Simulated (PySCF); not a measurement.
**A gas-phase reaction: F3HSSi + FH → F4Si + H2S**

What reaction energy should one expect for `F[Si](F)(F)S` + `F` → `F[Si](F)(F)F` + `S`?

Programs: PySCF 2.14.0. All values are calculated, for the isolated system unless a continuum is named. Atoms count from 0, parts from 1.

## (1) The system as given

Each species was relaxed by itself at PBE0-D3(BJ)/def2-SVPD.

## (2) Energies of the species: wB97M-D3(BJ)/def2-TZVPD

What the job is given:

```
{"job": {"kind": "react", "xc": "wB97M-D3(BJ)", "basis": "def2-TZVPD"}, "charge": 0, "multiplicity": 1}
-1 F3HSSi charge 0 multiplicity 1
F     -0.364780     1.687060     0.087720
Si    -0.037130     0.151280     0.424370
F     -0.891590    -0.279200     1.712110
F      1.519670     0.122010     0.817720
S     -0.538440    -1.163500    -1.129350
H      0.307720    -0.563820    -1.999220

-1 FH charge 0 multiplicity 1
F      0.457450     0.014620     0.046980
H     -0.457460    -0.014620    -0.046980

+1 F4Si charge 0 multiplicity 1
F     -0.540360    -1.465590     0.257410
Si    -0.002480     0.013610     0.019590
F     -1.071660     1.058090     0.566140
F      0.226270     0.250870    -1.537670
F      1.374430     0.213020     0.793100

+1 H2S charge 0 multiplicity 1
S     -0.001380     0.615270    -0.016540
H     -0.983600    -0.310300     0.015110
H      0.966090    -0.326020     0.003840
```

With the program's defaults for keys left out, this is: wB97M-D3(BJ)/def2-TZVPD reaction energy of separated species, gas phase.

Command:

```console
OMP_NUM_THREADS=1 python cluster_run.py task.json out
```

The driver reads the jobs from task.json and runs them one after another.

Standard output:

```text
species 1 (F3HSSi)
coarse grid: 31104 points
cycle   1  E = -988.2192107267  dE =  4.215e-01  |g| = 8.776e-01  |ddm| = 2.066e+00
cycle   2  E = -988.2185573771  dE =  6.533e-04  |g| = 1.006e+00  |ddm| = 1.034e+00
cycle   3  E = -988.3557747413  dE = -1.372e-01  |g| = 4.878e-02  |ddm| = 5.010e-01
cycle   4  E = -988.3563331086  dE = -5.584e-04  |g| = 1.835e-02  |ddm| = 6.250e-02
cycle   5  E = -988.3564241899  dE = -9.108e-05  |g| = 4.466e-03  |ddm| = 1.928e-02
cycle   6  E = -988.3564297886  dE = -5.599e-06  |g| = 1.169e-03  |ddm| = 6.235e-03
final grid: 63856 points
cycle   7  E = -988.3564680351  dE = -5.376e-07  |g| = 9.884e-04  |ddm| = 2.127e-03
cycle   8  E = -988.3564680651  dE = -2.999e-08  |g| = 1.053e-03  |ddm| = 1.107e-03
cycle   9  E = -988.3564682119  dE = -1.468e-07  |g| = 8.096e-05  |ddm| = 4.366e-04
cycle  10  E = -988.3564682154  dE = -3.534e-09  |g| = 4.049e-05  |ddm| = 1.232e-04
cycle  11  E = -988.3564682161  dE = -7.187e-10  |g| = 9.475e-06  |ddm| = 7.580e-05
converged SCF energy = -988.3564682161

species 2 (FH)
coarse grid: 7776 points
cycle   1  E = -100.4688248179  dE = -9.408e-02  |g| = 4.644e-01  |ddm| = 6.197e-01
cycle   2  E = -100.4725058196  dE = -3.681e-03  |g| = 5.038e-01  |ddm| = 3.808e-01
cycle   3  E = -100.5053201314  dE = -3.281e-02  |g| = 2.574e-02  |ddm| = 1.678e-01
cycle   4  E = -100.5053961092  dE = -7.598e-05  |g| = 5.006e-03  |ddm| = 1.077e-02
cycle   5  E = -100.5054007502  dE = -4.641e-06  |g| = 4.334e-04  |ddm| = 3.766e-03
final grid: 16976 points
cycle   6  E = -100.5053931964  dE = -6.419e-08  |g| = 1.034e-04  |ddm| = 8.206e-04
cycle   7  E = -100.5053931999  dE = -3.460e-09  |g| = 7.621e-05  |ddm| = 2.162e-04
cycle   8  E = -100.5053932006  dE = -7.631e-10  |g| = 2.137e-05  |ddm| = 3.705e-05
converged SCF energy = -100.5053932006

species 3 (F4Si)
coarse grid: 27616 points
cycle   1  E = -689.3046266497  dE =  4.179e-01  |g| = 9.338e-01  |ddm| = 1.971e+00
cycle   2  E = -689.3098491648  dE = -5.223e-03  |g| = 1.026e+00  |ddm| = 1.109e+00
cycle   3  E = -689.4466407158  dE = -1.368e-01  |g| = 4.354e-02  |ddm| = 5.281e-01
cycle   4  E = -689.4469707668  dE = -3.301e-04  |g| = 1.046e-02  |ddm| = 4.641e-02
cycle   5  E = -689.4470004236  dE = -2.966e-05  |g| = 1.390e-03  |ddm| = 1.056e-02
cycle   6  E = -689.4470010025  dE = -5.789e-07  |g| = 3.592e-04  |ddm| = 1.611e-03
final grid: 58344 points
cycle   7  E = -689.4469442546  dE = -2.389e-07  |g| = 2.935e-04  |ddm| = 1.862e-03
cycle   8  E = -689.4469442592  dE = -4.656e-09  |g| = 2.772e-04  |ddm| = 3.550e-04
cycle   9  E = -689.4469442687  dE = -9.505e-09  |g| = 2.838e-05  |ddm| = 1.122e-04
cycle  10  E = -689.4469442690  dE = -2.436e-10  |g| = 8.964e-06  |ddm| = 3.587e-05
converged SCF energy = -689.4469442690

species 4 (H2S)
coarse grid: 11264 points
cycle   1  E = -399.4336011728  dE = -1.424e-01  |g| = 1.945e-01  |ddm| = 1.016e+00
cycle   2  E = -399.4459452216  dE = -1.234e-02  |g| = 1.106e-01  |ddm| = 2.399e-01
cycle   3  E = -399.4491445494  dE = -3.199e-03  |g| = 1.578e-02  |ddm| = 9.278e-02
cycle   4  E = -399.4492188890  dE = -7.434e-05  |g| = 4.851e-03  |ddm| = 1.790e-02
cycle   5  E = -399.4492311257  dE = -1.224e-05  |g| = 9.336e-04  |ddm| = 7.536e-03
cycle   6  E = -399.4492318568  dE = -7.312e-07  |g| = 1.776e-04  |ddm| = 2.124e-03
final grid: 22496 points
cycle   7  E = -399.4492197454  dE = -2.339e-08  |g| = 1.134e-04  |ddm| = 6.125e-04
cycle   8  E = -399.4492197484  dE = -2.989e-09  |g| = 6.804e-05  |ddm| = 1.503e-04
cycle   9  E = -399.4492197492  dE = -7.694e-10  |g| = 8.781e-06  |ddm| = 5.995e-05
converged SCF energy = -399.4492197492

Reaction energy = -20.813 kcal/mol
```

Wall time 32 s (1 thread of Arm Neoverse V2, shared host); peak memory 0.75 GiB.

Species by species (with the dispersion term, which the log's SCF energies lack):

```tsv
ν	species	energy (Eh)	HOMO (eV)
-1	F[Si](F)(F)S	-988.36201	-10.99
-1	F	-100.50563	-14.54
+1	F[Si](F)(F)F	-689.45025	-15.42
+1	S	-399.45056	-9.89
```

## (3) Reaction energy: PBE0-D3(BJ)/def2-TZVPD

Settings changed since step 2:

```diff
@@ -1,2 +1,2 @@
-{"job": {"kind": "react", "xc": "wB97M-D3(BJ)", "basis": "def2-TZVPD"}, "charge": 0, "multiplicity": 1}
+{"job": {"kind": "react", "xc": "PBE0", "basis": "def2-TZVPD", "disp": "d3bj"}, "charge": 0, "multiplicity": 1}
 -1 F3HSSi charge 0 multiplicity 1
```

Level: PBE0-D3(BJ)/def2-TZVPD reaction energy of separated species, gas phase.

Standard output:

```text
species 1 (F3HSSi)
coarse grid: 7128 points
cycle   1  E = -987.5433106235  dE =  4.707e-01  |g| = 8.721e-01  |ddm| = 2.156e+00
cycle   2  E = -987.3942171761  dE =  1.491e-01  |g| = 1.360e+00  |ddm| = 1.193e+00
cycle   3  E = -987.6621568801  dE = -2.679e-01  |g| = 4.802e-02  |ddm| = 7.149e-01
cycle   4  E = -987.6625671822  dE = -4.103e-04  |g| = 2.589e-02  |ddm| = 6.660e-02
cycle   5  E = -987.6627172944  dE = -1.501e-04  |g| = 3.806e-03  |ddm| = 2.334e-02
cycle   6  E = -987.6627199440  dE = -2.650e-06  |g| = 1.270e-03  |ddm| = 3.653e-03
final grid: 63856 points
cycle   7  E = -987.6728665539  dE = -3.708e-05  |g| = 5.552e-03  |ddm| = 2.574e-02
cycle   8  E = -987.6728646406  dE =  1.913e-06  |g| = 6.187e-03  |ddm| = 7.591e-03
cycle   9  E = -987.6728706968  dE = -6.056e-06  |g| = 1.088e-03  |ddm| = 4.126e-03
cycle  10  E = -987.6728708486  dE = -1.518e-07  |g| = 1.314e-04  |ddm| = 5.290e-04
cycle  11  E = -987.6728708526  dE = -3.952e-09  |g| = 5.578e-05  |ddm| = 1.609e-04
cycle  12  E = -987.6728708532  dE = -6.396e-10  |g| = 1.462e-05  |ddm| = 3.934e-05
converged SCF energy = -987.6728708532

species 2 (FH)
coarse grid: 1712 points
cycle   1  E = -100.3540231086  dE = -3.605e-02  |g| = 4.957e-01  |ddm| = 6.253e-01
cycle   2  E = -100.3145076944  dE =  3.952e-02  |g| = 7.429e-01  |ddm| = 5.125e-01
cycle   3  E = -100.3937424158  dE = -7.923e-02  |g| = 2.284e-02  |ddm| = 2.892e-01
cycle   4  E = -100.3938179878  dE = -7.557e-05  |g| = 4.204e-03  |ddm| = 9.787e-03
cycle   5  E = -100.3938199711  dE = -1.983e-06  |g| = 3.552e-04  |ddm| = 1.247e-03
final grid: 16976 points
cycle   6  E = -100.3948393893  dE = -1.848e-05  |g| = 3.957e-03  |ddm| = 7.397e-03
cycle   7  E = -100.3948375076  dE =  1.882e-06  |g| = 5.438e-03  |ddm| = 3.320e-03
cycle   8  E = -100.3948415072  dE = -4.000e-06  |g| = 1.005e-04  |ddm| = 1.992e-03
cycle   9  E = -100.3948415085  dE = -1.310e-09  |g| = 1.790e-05  |ddm| = 3.966e-05
cycle  10  E = -100.3948415085  dE = -4.869e-11  |g| = 3.038e-06  |ddm| = 1.029e-05
converged SCF energy = -100.3948415085

species 3 (F4Si)
coarse grid: 5968 points
cycle   1  E = -688.6861408199  dE =  4.916e-01  |g| = 9.579e-01  |ddm| = 2.068e+00
cycle   2  E = -688.5388782528  dE =  1.473e-01  |g| = 1.425e+00  |ddm| = 1.309e+00
cycle   3  E = -688.8230342753  dE = -2.842e-01  |g| = 2.326e-02  |ddm| = 7.786e-01
cycle   4  E = -688.8230928027  dE = -5.853e-05  |g| = 8.606e-03  |ddm| = 2.760e-02
cycle   5  E = -688.8231018430  dE = -9.040e-06  |g| = 4.918e-04  |ddm| = 5.108e-03
final grid: 58344 points
cycle   6  E = -688.8360569827  dE = -4.181e-05  |g| = 2.804e-03  |ddm| = 1.827e-02
cycle   7  E = -688.8360562345  dE =  7.483e-07  |g| = 3.557e-03  |ddm| = 2.686e-03
cycle   8  E = -688.8360579145  dE = -1.680e-06  |g| = 2.365e-04  |ddm| = 1.751e-03
cycle   9  E = -688.8360579214  dE = -6.868e-09  |g| = 7.596e-05  |ddm| = 1.129e-04
cycle  10  E = -688.8360579220  dE = -6.710e-10  |g| = 2.890e-05  |ddm| = 4.241e-05
converged SCF energy = -688.8360579220

species 4 (H2S)
coarse grid: 2864 points
cycle   1  E = -399.2518632917  dE = -9.250e-02  |g| = 1.630e-01  |ddm| = 1.023e+00
cycle   2  E = -399.2538575550  dE = -1.994e-03  |g| = 1.600e-01  |ddm| = 2.978e-01
cycle   3  E = -399.2614719053  dE = -7.614e-03  |g| = 1.497e-02  |ddm| = 1.477e-01
cycle   4  E = -399.2614865175  dE = -1.461e-05  |g| = 1.103e-03  |ddm| = 5.881e-03
cycle   5  E = -399.2614868979  dE = -3.804e-07  |g| = 6.136e-04  |ddm| = 1.717e-03
final grid: 22496 points
cycle   6  E = -399.2625176795  dE = -7.082e-06  |g| = 4.895e-03  |ddm| = 1.693e-02
cycle   7  E = -399.2625183115  dE = -6.320e-07  |g| = 3.959e-03  |ddm| = 6.695e-03
cycle   8  E = -399.2625212418  dE = -2.930e-06  |g| = 2.911e-04  |ddm| = 3.503e-03
cycle   9  E = -399.2625212696  dE = -2.778e-08  |g| = 3.584e-05  |ddm| = 2.358e-04
cycle  10  E = -399.2625212700  dE = -3.633e-10  |g| = 6.381e-06  |ddm| = 2.919e-05
converged SCF energy = -399.2625212700

Reaction energy = -18.510 kcal/mol
```

Run time: 15 s. Hardware: 1 thread of Arm Neoverse V2, shared host; peak memory 0.62 GiB.

Reaction energy at this level: -18.51 kcal/mol.

## (4) Comparing the runs

Energies in kcal/mol, with wall time:

```tsv
run	reaction	time
wB97M-D3(BJ)/def2-TZVPD	-20.81	32 s
PBE0-D3(BJ)/def2-TZVPD	-18.51	15 s
```

## (5) What came out

| quantity | value |
| --- | --- |
| reaction energy (wB97M-D3(BJ)/def2-TZVPD) | -20.81 kcal/mol |
| ΔH, ΔG at 298 K (xTB thermal terms) | -21.6, -20.4 kcal/mol |
| range of the reaction energy over the runs of this table | -20.81 to -18.51 kcal/mol |

In words: The reaction is exothermic by 21.6 kcal/mol in the gas phase; dispersion gives +0.71, and xTB itself gave -34.08 for the electronic energy (xTB energies and thermal terms come from the earlier relaxation of each species, not shown). No barrier was sought. xTB and this level differ widely in the electronic energy, so what comes from xTB (the thermal terms above all) is less safe here. The reaction energy runs from -20.81 (wB97M-D3(BJ)/def2-TZVPD) to -18.51 kcal/mol (PBE0-D3(BJ)/def2-TZVPD).
